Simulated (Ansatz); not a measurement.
**BH2F3: a reaction path by the nudged elastic band**

What path joins these two structures, and how high does it climb? Both ends were relaxed at PBE0-D4 in triple zeta.

Method: PBE0-D4/def2-SVP; program: Ansatz 0.2.0, Gaussian basis.

22 further runs of the same task are left out: 22 set aside as unsound or not needed.

### 1 The system as given

The first end: 6 atoms, charge 0, spin multiplicity 1.

Atoms are counted from 1 here; the program's logs count them from 0.

Bond lengths: B1–F2 1.312 Å, B1–F3 1.311 Å, B1–F4 1.311 Å, H5–H6 0.747 Å. Angles: F2–B1–F3 120.0°, F2–B1–F4 120.0°, F3–B1–F4 120.0°.

As a file:

```mol
BF3H2
  3D, bonds by distance, orders not assigned

  6  4  0  0  0  0  0  0  0  0999 V2000
   -0.3132   -0.8670   -0.1015 B   0  0
    0.1733   -1.1474    1.0841 F   0  0
    0.4265   -1.0376   -1.1709 F   0  0
   -1.5462   -0.4364   -0.2193 F   0  0
    0.7632    1.6498    0.5398 H   0  0
    0.4965    1.8385   -0.1322 H   0  0
  1  2  8  0
  1  3  8  0
  1  4  8  0
  5  6  8  0
M  END
```

The second end:

```tsv
atom	x (Å)	y (Å)	z (Å)
B1	-0.3957	0.0135	-0.8289
F2	0.6287	-0.3233	1.5076
F3	0.3585	-0.9168	-1.3708
F4	-1.6016	-0.3196	-0.4252
H5	1.0410	0.3983	1.9061
H6	-0.0307	1.1479	-0.7887
```

### 2 The band at PBE0-D4/def2-SVP

The input, neb/in.yaml:

```yaml
crystal:
  periodic: [false, false, false]
  atoms:
    - {symbol: B, position_ang: [-0.313151, -0.867039, -0.101504]}
    - {symbol: F, position_ang: [0.173346, -1.147365, 1.084065]}
    - {symbol: F, position_ang: [0.426492, -1.037553, -1.170922]}
    - {symbol: F, position_ang: [-1.546237, -0.436421, -0.219278]}
    - {symbol: H, position_ang: [0.763191, 1.649843, 0.539834]}
    - {symbol: H, position_ang: [0.496457, 1.838535, -0.132194]}
basis:
  gaussian: {orbitals: def2-SVP}
hamiltonian: {xc: pbe0, dispersion: d4}
neb:
  images: 5
  climbing: true
  max_iterations: 40
  initial_path: idpp
  final_atoms:
    - {symbol: B, position_ang: [-0.395734, 0.013518, -0.828897]}
    - {symbol: F, position_ang: [0.628660, -0.323340, 1.507561]}
    - {symbol: F, position_ang: [0.358509, -0.916816, -1.370775]}
    - {symbol: F, position_ang: [-1.601617, -0.319564, -0.425243]}
    - {symbol: H, position_ang: [1.040994, 0.398326, 1.906076]}
    - {symbol: H, position_ang: [-0.030713, 1.147876, -0.788722]}
```

Run with:

```bash
ansatz run in.yaml --threads 2 --pin off --events-out ev --progress --plain --max-ram 4352MiB
```

Before running it: what results should come out? Wanted: from earlier runs: barrier over the separately found saddle, CCSD(T)/def2-TZVPP.

As calculated:

```
                                                                       quantity                                                     value
                                                PBE0-D4/def2-SVP, 12 iterations  highest 43.8 kcal/mol (image 3), last end +28.8 kcal/mol
from earlier runs: barrier over the separately found saddle, CCSD(T)/def2-TZVPP                                             51.9 kcal/mol
```

The highest image lies 43.8 kcal/mol above the first end, and it climbed, so it estimates the saddle. The ends are not quite minima at this level (largest force component 0.46 eV/Å), so the heights are unreliable: relaxing the first end would lower it and raise the barrier above it. The highest image is 8.1 kcal/mol below the CCSD(T) barrier in triple zeta, which comes from separate runs on the saddle.
